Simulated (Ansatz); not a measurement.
**ClFH₂Si + H₂ + H₂O: a complex and its separated parts**

The complex below is one end of an elementary step. How strongly is it bound against its free parts?

The runs use Ansatz 0.2.0, Gaussian basis; PBE0-D4/def2-TZVP structures, single points in def2-TZVPP, no counterpoise correction.

Levels: SPW92, PBE-D4, BLYP-D4, r2SCAN-D4, B97M-V, PBE0-D4, B3LYP-D4, r2SCAN0-D4, BHLYP-D4, CAM-B3LYP-D4, wB97X-V, wB97M-V, B2PLYP, PBE-QIDH, RPA on PBE, Hartree-Fock, MP2, CCSD, CCSD(T).

Correlated methods freeze the cores. B3LYP uses VWN-RPA correlation. B2PLYP carries no dispersion term here.

114 further runs of the same task are left out: 1 that didn't finish, 113 set aside as unsound or not needed.

### Step 1. The starting structure

The complex: 10 atoms, charge 0, spin multiplicity 1.

Atoms are counted from 1 here; the program's logs count them from 0.

Bond lengths: Si1–H3 1.470 Å, Si1–H4 1.477 Å, Si1–Cl5 2.045 Å, Si1–F7 1.595 Å, H2–H8 0.748 Å, H6–O9 0.961 Å, O9–H10 0.960 Å. Angles: H3–Si1–H4 113.4°, H3–Si1–Cl5 110.4°, H3–Si1–F7 110.4°, H4–Si1–Cl5 107.0°, H4–Si1–F7 106.6°, Cl5–Si1–F7 108.9°, H6–O9–H10 105.3°.

As a file:

```
Si   -1.03784    1.20542   -0.39366
H     1.17036   -2.58128   -1.63682
H    -0.49200    0.15161   -1.26036
H    -2.07769    2.02319   -1.05029
Cl    0.44591    2.48302    0.19500
H     0.18874   -0.79539    1.74910
F    -1.71249    0.56539    0.90279
H     1.12886   -2.19604   -0.99686
O     0.87881   -0.75212    1.08192
H     1.50735   -0.10381    1.40907
```

Its parts: ClFH₂Si holds atoms 1, 3, 4, 5, 7; H₂ holds atoms 2, 8; H₂O holds atoms 6, 9, 10. Each part counts its atoms afresh in its own runs.

### Step 2. Relaxing ClFH₂Si alone

Contents of relax-a/in.yaml:

```yaml
crystal:
  periodic: [false, false, false]
  atoms:
    - {symbol: Si, position_ang: [-1.037841, 1.205417, -0.393660]}
    - {symbol: H, position_ang: [-0.491996, 0.151615, -1.260359]}
    - {symbol: H, position_ang: [-2.077695, 2.023192, -1.050286]}
    - {symbol: Cl, position_ang: [0.445911, 2.483020, 0.195004]}
    - {symbol: F, position_ang: [-1.712489, 0.565394, 0.902787]}
basis:
  gaussian: {orbitals: def2-TZVP}
hamiltonian: {xc: pbe0, dispersion: d4}
relax: {f_tol: 0.005, max_steps: 200}
```

The run is started by

```console
$ ansatz run in.yaml --threads 4 --pin off --events-out ev --progress --plain --max-ram 9574MiB
```

After this run come: Relaxing H₂ alone; Relaxing H₂O alone; SPW92/def2-TZVPP; PBE-D4/def2-TZVPP; BLYP-D4/def2-TZVPP; r2SCAN-D4/def2-TZVPP; B97M-V/def2-TZVPP; PBE0-D4/def2-TZVPP; B3LYP-D4/def2-TZVPP; r2SCAN0-D4/def2-TZVPP; BHLYP-D4/def2-TZVPP; CAM-B3LYP-D4/def2-TZVPP; wB97X-V/def2-TZVPP; wB97M-V/def2-TZVPP; B2PLYP/def2-TZVPP; PBE-QIDH/def2-TZVPP; RPA on PBE/def2-TZVPP; CCSD(T)/def2-TZVPP; Vibrations of ClFH₂Si; Vibrations of H₂; Vibrations of H₂O.

Before running it: what results should come out? Wanted: complex less parts, CCSD(T)/def2-TZVPP; with zero-point energy; largest T1 diagnostic.

The runs gave:

```
                              quantity      value
complex less parts, CCSD(T)/def2-TZVPP  -0.179 eV
                with zero-point energy  -0.075 eV
                 largest T1 diagnostic      0.010
```

At CCSD(T) the complex lies 0.179 eV below its parts. PBE-QIDH is the best functional here (+0.011 eV from CCSD(T)); SPW92 is the worst (-0.184 eV). Mean unsigned error by rung: LDA 0.184, GGA 0.047, meta-GGA 0.041, hybrid 0.038, range-separated hybrid 0.049, double hybrid 0.022 eV. PBE-D4 gives a relative energy 0.061 eV too low, outside chemical accuracy (1 kcal/mol, 0.043 eV). No counterpoise was applied, and triple zeta lacks some correlation, so the CCSD(T) reference has a basis error of its own, and close matches with it are partly luck.
